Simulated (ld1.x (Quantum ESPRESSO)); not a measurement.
# Pseudopotential generation for tungsten: TM, PBE

Task: generate the file, and judge it by its errors in other configurations, its logarithmic derivatives, its ghosts and its cutoff.

Method: ld1.x (Quantum ESPRESSO) 7.5, PBE, scalar-relativistic.

## 1. Settings

Typed settings, in words:

| Property | Result |
| --- | --- |
| element | tungsten (W, Z = 74) |
| type | norm-conserving Troullier–Martins (Kleinman–Bylander form) |
| frozen core | [Xe] 4f14 |
| valence charge | 6 |
| reference configuration | 5d4 6s2 6p0 |
| partial waves | 6s (bound): rc 2.70 bohr; 6p (bound, empty): rc 3.30 bohr; 5d (bound): rc 1.75 bohr |
| local potential | the d channel |
| core correction | a·sin(br)/r model core inside 1.05 bohr |

The outer shells as boxes (Hund's rule for the drawing; the calculation is spin-unpolarised):

```
[Xe] core
4f [↑↓][↑↓][↑↓][↑↓][↑↓][↑↓][↑↓]
5d [↑ ][↑ ][↑ ][↑ ][  ]
6s [↑↓]
6p [  ][  ][  ]
```

An earlier all-electron run gives the scale for the radii.

All-electron outer shells of the reference configuration (PBE, scalar-relativistic, ld1.x):

```csv
shell,level (eV),outermost node (bohr),outermost maximum (bohr)
5p,-43.20,0.57,1.09
4f,-33.21,–,0.43
6s,-5.71,1.28,2.67
5d,-4.48,0.63,1.49
6p,-1.36,1.54,3.75
```

## 2. The generation run

The input, W.in:

```
 &input
   title='W', zed=74., rel=1, dft='PBE', iswitch=3,
   config='[Xe] 4f14 5d4 6s2 6p0',
   nld=3, rlderiv=3.60, eminld=-2.0, emaxld=5.0, deld=0.02
 /
 &inputp
   pseudotype=2, tm=.true., lloc=2,
   nlcc=.true., rcore=1.05,
   file_pseudopw='W.UPF', file_wfcaegen='ae.wfc', file_wfcncgen='nc.wfc', file_beta='beta', file_chi='chi'
 /
3
6S  1  0   2.00   0.00  2.70  2.70  0.0
6P  2  1   0.00   0.00  3.30  3.30  0.0
5D  3  2   4.00   0.00  1.75  1.75  0.0
 &test
   configts(1)='5d4 6s2 6p0'
 /
```

The run is started by

```console
$ ld1.x < W.in > W.out
```

What the program wrote to W.out (without the banner and most projector matrices):

```text
     Program LD1 v.7.5
     --------------------------- All-electron run ----------------------------

     W
     scalar relativistic calculation

     atomic number is 74.00
     dft =PBE   lsd =0 sic =0 latt =0  beta=0.20 tr2=1.0E-14
     Exchange-correlation= PBE
                           (   1   4   3   4   0   0   0)
     mesh =1273 r(mesh) =  99.08072 a.u. xmin = -7.00 dx = 0.01250
     1 Ry =  13.60569312 eV, c = 137.03599908

     n l     nl                  e(Ry)          e(Ha)          e(eV)
     1 0     1S 1( 2.00)     -5108.0325     -2554.0163    -69498.3227
     2 0     2S 1( 2.00)      -881.6250      -440.8125    -11995.1197
     2 1     2P 1( 6.00)      -770.9375      -385.4687    -10489.1389
     3 0     3S 1( 2.00)      -203.0444      -101.5222     -2762.5605
     3 1     3P 1( 6.00)      -170.2715       -85.1358     -2316.6624
     4 0     4S 1( 2.00)       -41.8880       -20.9440      -569.9155
     4 1     4P 1( 6.00)       -31.1402       -15.5701      -423.6836
     3 2     3D 1(10.00)      -132.6048       -66.3024     -1804.1802
     5 0     5S 1( 2.00)        -5.8117        -2.9059       -79.0726
     5 1     5P 1( 6.00)        -3.1753        -1.5876       -43.2016
     4 2     4D 1(10.00)       -17.5243        -8.7621      -238.4301
     4 3     4F 1(14.00)        -2.4407        -1.2203       -33.2069
     5 2     5D 1( 4.00)        -0.3293        -0.1646        -4.4800
     6 0     6S 1( 2.00)        -0.4199        -0.2099        -5.7127
     6 1     6P 1( 0.00)        -0.1001        -0.0500        -1.3613

     final scf error:  6.9E-15 reached in  30 iterations

     Etot =  -32285.036163 Ry,  -16142.518081 Ha, -439260.294494 eV

     Ekin =   35580.599384 Ry,   17790.299692 Ha,  484098.716355 eV
     Encl =  -79832.739882 Ry,  -39916.369941 Ha,-1086179.759999 eV
     Eh   =   12612.479938 Ry,    6306.239969 Ha,  171601.531560 eV
     Exc  =    -645.375604 Ry,    -322.687802 Ha,   -8780.782411 eV

     normalization and overlap integrals

     s(1S/1S) =  1.000000  <r> =   0.0183  <r2> =    0.0005  r(max) =   0.0115
     s(2S/2S) =  1.000000  <r> =   0.0776  <r2> =    0.0071  r(max) =   0.0653
     s(2P/2P) =  1.000000  <r> =   0.0694  <r2> =    0.0059  r(max) =   0.0541
     s(3S/3S) =  1.000000  <r> =   0.2010  <r2> =    0.0462  r(max) =   0.1842
     s(3P/3P) =  1.000000  <r> =   0.2013  <r2> =    0.0470  r(max) =   0.1842
     s(4S/4S) =  1.000000  <r> =   0.4495  <r2> =    0.2281  r(max) =   0.4204
     s(4P/4P) =  1.000000  <r> =   0.4780  <r2> =    0.2599  r(max) =   0.4419
     s(3D/3D) =  1.000000  <r> =   0.1824  <r2> =    0.0390  r(max) =   0.1490
     s(5S/5S) =  1.000000  <r> =   1.0670  <r2> =    1.2795  r(max) =   0.9593
     s(5P/5P) =  1.000000  <r> =   1.2493  <r2> =    1.7716  r(max) =   1.0870
     s(4D/4D) =  1.000000  <r> =   0.5113  <r2> =    0.3030  r(max) =   0.4531
     s(4F/4F) =  1.000000  <r> =   0.6078  <r2> =    0.4644  r(max) =   0.4310
     s(5D/5D) =  1.000000  <r> =   2.0741  <r2> =    5.2814  r(max) =   1.4858
     s(6S/6S) =  1.000000  <r> =   3.1762  <r2> =   11.5366  r(max) =   2.6736
     s(6P/6P) =  1.000000  <r> =   4.8422  <r2> =   27.6044  r(max) =   3.7469

     ------------------------ End of All-electron run ------------------------

     --------------------- Generating NC pseudopotential ---------------------

      Generating local pot.: lloc=2, matching radius rcloc =   1.7500

      Computing core charge for nlcc:

       r > 1.06 : true rho core
       r < 1.06 : rho core = a sin(br)/r    a=  20.55  b=   2.29

      Integrated core pseudo-charge :  15.95

      Wfc   6S  rcut= 2.707  Using Troullier-Martins method

      Wfc   6P  rcut= 3.307  Using Troullier-Martins method

     ------------------- End of pseudopotential generation -------------------

     [... the all-electron block is printed once more ...]


     Computing logarithmic derivative in   3.58660
     Computing logarithmic derivative in   3.58660
     Computing the partial wave expansion
     R is outside the sphere for l=    0 j= 0.00
     R is outside the sphere for l=    1 j= 0.00
       no projector for channel:   2

     ---------------------- Testing the pseudopotential ----------------------

     W
     scalar relativistic calculation

     atomic number is 74.00   valence charge is  6.00
     dft =PBE   lsd =0 sic =0 latt =0  beta=0.20 tr2=1.0E-14
     mesh =1273 r(mesh) =  99.08072 xmin = -7.00 dx = 0.01250

     n l     nl             e AE (Ry)        e PS (Ry)    De AE-PS (Ry)
     3 2     5D   1( 4.00)       -0.32927       -0.32927       -0.00000
     1 0     6S   1( 2.00)       -0.41988       -0.41988        0.00000
     2 1     6P   1( 0.00)       -0.10005       -0.10005       -0.00000

     eps = 4.2E-15  iter =  8

     Etot =  -32285.036163 Ry,  -16142.518081 Ha, -439260.294494 eV
     Etotps =   -42.541150 Ry,     -21.270575 Ha,    -578.801827 eV

     Ekin =      13.010933 Ry,       6.505467 Ha,     177.022767 eV
     Encl =     -37.058882 Ry,     -18.529441 Ha,    -504.211780 eV
     Ehrt =      13.436142 Ry,       6.718071 Ha,     182.808025 eV
     Ecxc =     -32.809211 Ry,     -16.404606 Ha,    -446.392060 eV
     (Ecc =     -27.502322 Ry,     -13.751161 Ha,    -374.188147 eV)
     Epseu=       0.879868 Ry,       0.439934 Ha,      11.971219 eV

     ---------------------- End of pseudopotential test ----------------------
```

Wall time 1.9 s (1 thread of Neoverse-V1, shared host). (Generation and the later configuration tests together.)

All-electron and pseudo partial waves u(r) = r·R(r), from the program's wave files:

```
r (bohr)    6s AE   6s PS
   0.165  -0.1207  0.0141
   0.330   0.1800  0.0295
   0.495   0.0369  0.0476
   0.660  -0.2061  0.0702
   0.825  -0.2990  0.0990
   0.990  -0.2489  0.1359
   1.155  -0.1190  0.1827
   1.320   0.0383  0.2399
   1.485   0.1912  0.3066
   1.650   0.3240  0.3792
   1.815   0.4312  0.4520
   1.980   0.5126  0.5179
   2.145   0.5704  0.5710
   2.310   0.6081  0.6079
   2.475   0.6289  0.6289
   2.640   0.6360  0.6360
   2.805   0.6321  0.6321
   2.970   0.6196  0.6196
   3.135   0.6008  0.6008
   3.300   0.5771  0.5771
   3.465   0.5502  0.5502
   3.630   0.5211  0.5211
   3.795   0.4908  0.4908
   3.960   0.4601  0.4601
   4.125   0.4296  0.4296
   4.290   0.3997  0.3997
```

## 3. Testing the new file in other configurations

The input, W.test.in:

```
 &input
   title='W', zed=74., rel=1, dft='PBE', iswitch=2,
   config='[Xe] 4f14 5d4 6s2 6p0'
 /
 &test
   file_pseudo='W.UPF', nconf=8,
   configts(1)='5d4 6s2 6p0',
   configts(2)='5d4 6s1 6p0',
   configts(3)='5d4 6s0 6p0',
   configts(4)='5d3 6s0 6p0',
   configts(5)='5d3 6s2 6p1',
   configts(6)='5d4 6s1.5 6p0',
   configts(7)='5d4 6s0 6p1',
   configts(8)='5d5 6s1 6p0'
 /
```

The run is started by

```console
$ ld1.x < W.test.in > W.test.out
```

W.test.out, the pseudopotential blocks, each with the warnings that came before it:

```text
     ---------------------- Testing the pseudopotential ----------------------

     W
     scalar relativistic calculation

     atomic number is 74.00   valence charge is  6.00
     dft =PBE   lsd =0 sic =0 latt =0  beta=0.20 tr2=1.0E-14
     mesh =1273 r(mesh) =  99.08072 xmin = -7.00 dx = 0.01250

     n l     nl             e AE (Ry)        e PS (Ry)    De AE-PS (Ry)
     3 2     5D   1( 4.00)       -0.32927       -0.32927       -0.00000
     1 0     6S   1( 2.00)       -0.41988       -0.41988        0.00000
     2 1     6P   1( 0.00)       -0.10005       -0.10005       -0.00000

     eps = 6.8E-15  iter =  8

     Etot =  -32285.036163 Ry,  -16142.518081 Ha, -439260.294495 eV
     Etotps =   -42.541149 Ry,     -21.270575 Ha,    -578.801824 eV

     Ekin =      13.010934 Ry,       6.505467 Ha,     177.022770 eV
     Encl =     -37.058882 Ry,     -18.529441 Ha,    -504.211779 eV
     Ehrt =      13.436142 Ry,       6.718071 Ha,     182.808025 eV
     Ecxc =     -32.809211 Ry,     -16.404606 Ha,    -446.392060 eV
     (Ecc =     -27.502322 Ry,     -13.751161 Ha,    -374.188147 eV)
     Epseu=       0.879868 Ry,       0.439934 Ha,      11.971219 eV

     ---------------------- End of pseudopotential test ----------------------

     Warning: n=2, l=1 expected 0 nodes, found 1
     ---------------------- Testing the pseudopotential ----------------------

     W
     [...]
     n l     nl             e AE (Ry)        e PS (Ry)    De AE-PS (Ry)
     3 2     5D   1( 4.00)       -0.86192       -0.86025       -0.00167
     1 0     6S   1( 1.00)       -0.89530       -0.89670        0.00141
     2 1     6P   1( 0.00)       -0.50053       -0.50053        0.00000

     eps = 9.2E-16  iter =  7

     Etot =  -32284.383265 Ry,  -16142.191633 Ha, -439251.411371 eV
     Etotps =   -41.887388 Ry,     -20.943694 Ha,    -569.906950 eV
     dEtot_ae =       0.652898 Ry
     dEtot_ps =       0.653761 Ry,   Delta E=      -0.000864 Ry

     [...]
     ---------------------- End of pseudopotential test ----------------------

     ---------------------- Testing the pseudopotential ----------------------

     W
     [...]
     n l     nl             e AE (Ry)        e PS (Ry)    De AE-PS (Ry)
     3 2     5D   1( 4.00)       -1.46122       -1.45893       -0.00229
     1 0     6S   1( 0.00)       -1.41739       -1.42149        0.00409
     2 1     6P   1( 0.00)       -0.95514       -1.21358        0.25845  !

     eps = 4.3E-16  iter =  7

     Etot =  -32283.230847 Ry,  -16141.615423 Ha, -439235.731921 eV
     Etotps =   -40.731978 Ry,     -20.365989 Ha,    -554.186799 eV
     dEtot_ae =       1.805316 Ry
     dEtot_ps =       1.809171 Ry,   Delta E=      -0.003855 Ry

     [...]
     ---------------------- End of pseudopotential test ----------------------

     Warning: n=1, l=0 expected 0 nodes, found 1
     ---------------------- Testing the pseudopotential ----------------------

     W
     [...]
     n l     nl             e AE (Ry)        e PS (Ry)    De AE-PS (Ry)
     3 2     5D   1( 3.00)       -2.28639       -2.30163        0.01524  !
     1 0     6S   1( 0.00)       -2.08186       -2.08186        0.00000
     2 1     6P   1( 0.00)       -1.53018       -1.53018        0.00000

     eps = 2.3E-17  iter =  7

     Etot =  -32281.365306 Ry,  -16140.682653 Ha, -439210.349951 eV
     Etotps =   -38.861074 Ry,     -19.430537 Ha,    -528.731847 eV
     dEtot_ae =       3.670856 Ry
     dEtot_ps =       3.680075 Ry,   Delta E=      -0.009219 Ry

     [...]
     ---------------------- End of pseudopotential test ----------------------

     BEWARE! Errors in PS-KS equations
     ---------------------- Testing the pseudopotential ----------------------

     W
     [...]
     n l     nl             e AE (Ry)        e PS (Ry)    De AE-PS (Ry)
     3 2     5D   1( 3.00)       -0.53871       -1.00149        0.46278  !
     1 0     6S   1( 2.00)       -0.54475       -0.96446        0.41971  !
     2 1     6P   1( 1.00)       -0.17498       -0.17498        0.00000

     eps = 2.2E-15  iter = 42

     Etot =  -32284.740861 Ry,  -16142.370430 Ha, -439256.276707 eV
     Etotps =   -42.063319 Ry,     -21.031660 Ha,    -572.300612 eV
     dEtot_ae =       0.295302 Ry
     dEtot_ps =       0.477830 Ry,   Delta E=      -0.182528 Ry

     [...]
     ---------------------- End of pseudopotential test ----------------------

     ---------------------- Testing the pseudopotential ----------------------

     W
     [...]
     n l     nl             e AE (Ry)        e PS (Ry)    De AE-PS (Ry)
     3 2     5D   1( 4.00)       -0.58620       -0.58532       -0.00088
     1 0     6S   1( 1.50)       -0.65091       -0.65151        0.00060
     2 1     6P   1( 0.00)       -0.29183       -0.29183        0.00000

     eps = 3.4E-15  iter = 11

     Etot =  -32284.769172 Ry,  -16142.384586 Ha, -439256.661901 eV
     Etotps =   -42.273924 Ry,     -21.136962 Ha,    -575.166030 eV
     dEtot_ae =       0.266991 Ry
     dEtot_ps =       0.267226 Ry,   Delta E=      -0.000235 Ry

     [...]
     ---------------------- End of pseudopotential test ----------------------

     BEWARE! Errors in PS-KS equations
     ---------------------- Testing the pseudopotential ----------------------

     W
     [...]
     n l     nl             e AE (Ry)        e PS (Ry)    De AE-PS (Ry)
     3 2     5D   1( 4.00)       -0.95514       -1.45893        0.50380  !
     1 0     6S   1( 0.00)       -0.96177       -1.25031        0.28853  !
     2 1     6P   1( 1.00)       -0.55469       -0.55469        0.00000

     eps = 9.5E-16  iter = 19

     Etot =  -32283.982473 Ry,  -16141.991236 Ha, -439245.958312 eV
     Etotps =   -41.286671 Ry,     -20.643336 Ha,    -561.733780 eV
     dEtot_ae =       1.053690 Ry
     dEtot_ps =       1.254478 Ry,   Delta E=      -0.200788 Ry

     [...]
     ---------------------- End of pseudopotential test ----------------------

     ---------------------- Testing the pseudopotential ----------------------

     W
     [...]
     n l     nl             e AE (Ry)        e PS (Ry)    De AE-PS (Ry)
     3 2     5D   1( 5.00)       -0.24382       -0.24119       -0.00262
     1 0     6S   1( 1.00)       -0.37816       -0.38172        0.00355
     2 1     6P   1( 0.00)       -0.08390       -0.08611        0.00221

     eps = 8.5E-15  iter =  9

     Etot =  -32284.923063 Ry,  -16142.461532 Ha, -439258.755698 eV
     Etotps =   -42.424270 Ry,     -21.212135 Ha,    -577.211599 eV
     dEtot_ae =       0.113099 Ry
     dEtot_ps =       0.116879 Ry,   Delta E=      -0.003780 Ry

     [...]
     ---------------------- End of pseudopotential test ----------------------
```

2 tests gave no usable energy difference (5d3 6s2 6p1; 5d4 6s0 6p1).

The tests as a table, with energies relative to 5d4 6s2 6p0. A star marks tests that logged a warning.

```csv
valence configuration,charge,ΔE all-electron (eV),error AE − PS (meV)
5d4 6s1 6p0 *,+1,8.883,-12
5d4 6s0 6p0,+2,24.563,-52
5d3 6s0 6p0 *,+3,49.945,-125
5d4 6s1.5 6p0,+0.5,3.633,-3.2
5d5 6s1 6p0,0,1.539,-51
```

## 4. Scattering by logarithmic derivatives

Taken from the files of the generation run. The phase is arctan(r·u′/u) with u = r·R, unwrapped, with energies in Ry. A pole is an energy at which the radial function vanishes at the test radius. The pseudo phase is shifted by a multiple of π to meet the all-electron one at the reference energy. Levels narrower than the energy grid can be missing from the poles. The last column is the largest difference on the grid between −1 and +1 Ry.

| channel | radius (bohr) | reference (Ry) | poles AE | poles PS | window around the reference with phases within 0.05 rad (Ry) | largest difference near zero (rad) |
| --- | --- | --- | --- | --- | --- | --- |
| s | 3.59 | -0.42 | 0.24, 4.65 | 0.24, 3.86 | below 1.5 | 0.008 |
| p | 3.59 | -0.10 | 1.17 | -0.53, 1.20 | -0.5 to 2.8 | 3.127 |
| d | 3.59 | -0.33 | -0.18, 2.89 | -0.18, 2.87 | below 4.7 | 0.004 |

Phases (rad) along the scan:

```
E (Ry)    p AE    p PS    d AE    d PS
 -2.00   1.353   4.492   1.370   1.370
 -1.52   1.312   4.449   1.337   1.337
 -1.04   1.237   4.370   1.273   1.273
 -0.56   1.048   4.073   0.966   0.966
 -0.08   0.072   0.072  -1.673  -1.673
  0.40  -1.250  -1.242  -1.910  -1.911
  0.88  -1.501  -1.494  -2.366  -2.370
  1.36  -1.606  -1.600  -3.943  -3.952
  1.84  -1.687  -1.681  -4.475  -4.478
  2.32  -1.789  -1.788  -4.624  -4.626
  2.80  -2.019  -2.057  -4.701  -4.703
  3.28  -3.207  -3.619  -4.758  -4.761
  3.76  -4.319  -4.424  -4.817  -4.822
  4.24  -4.531  -4.583  -4.901  -4.912
  4.72  -4.615  -4.654  -5.100  -5.144
```

## 5. Plane-wave convergence, by spherical Bessel functions

This step uses the generator's waves and projectors in a separate script. Basis: spherical Bessel functions vanishing at 20 bohr, q² up to the cutoff; potential fixed at the reference.

All-electron valence levels (Ry): 6s -0.4199, 6p -0.1001, 5d -0.3293. The lowest levels of each channel (Ry) by cutoff; the last column sums, over occupied levels, occupation times the distance from the level at 400 Ry. A positive value at high cutoff is not a bound level.

```csv
cutoff (Ry),s #1,s #2,p #1,p #2,d #1,f #1,Σ f·Δε (mRy)
8,-1.8345,-0.4149,-0.1000,0.0495,-0.0756,0.1094,1024.6
12,-2.9103,-0.4183,-0.1001,0.0485,-0.1975,0.1094,530.2
18,-3.3469,-0.4198,-0.4030,-0.1000,-0.2962,0.1094,132.4
25,-3.3938,-0.4198,-0.5141,-0.1000,-0.3229,0.1094,25.5
30,-3.3959,-0.4198,-0.5252,-0.1000,-0.3281,0.1094,4.8
35,-3.3960,-0.4199,-0.5269,-0.1000,-0.3291,0.1094,0.6
45,-3.3966,-0.4199,-0.5270,-0.1000,-0.3292,0.1094,0.3
400,-3.3971,-0.4199,-0.5274,-0.1000,-0.3293,0.1094,0.0
```

The sum stays within 10 mRy from 30 Ry and within 1 mRy from 35 Ry. The sum leaves out empty levels, which can need more. Ghost test: ghost states, bound below the all-electron valence or empty levels of the same l: s at -46.2 eV, p at -7.2 eV.

## 6. Summary of results

| quantity | value |
| --- | --- |
| cutoffs for 10 and 1 mRy, occupied levels | 30 Ry and 35 Ry |
| bound ghosts | s at -46.22 eV, p at -7.18 eV |
| largest test error (AE − PS) | -125 meV, for 5d3 6s0 6p0 (one of 4 tests with a warning) (2 tests unsolved) |
| largest phase difference near zero energy, channels read | 3.127 rad |

What this shows: It has a bound ghost (s, p), a state that the atom doesn't have, and that rules the file out. The worst unpolarised test, 5d3 6s0 6p0, is off by 125 meV on 49.9 eV; by total energies transferability rates as fair for so large an energy. That test lies far up in energy; among those under 40 eV, nearer to bonding, the largest error is 52 meV. Of the tests 2 gave no usable energy difference, which is a warning in itself. The potential is soft on the atom at that tolerance: the looser tolerance needs 30 Ry. The slowest occupied level is 5d: taken alone it needs 35 Ry to come within 1 mRy, against 15 Ry for 6s. Near zero energy the largest phase difference among the channels read is 3.13 rad, in the p channel. A step near π is an extra or missing state, not a misfit of shape. The pseudo curves have a pole with no partner nearby in the atom's: p at -0.53 Ry. All of this concerns the isolated atom, not yet a solid.
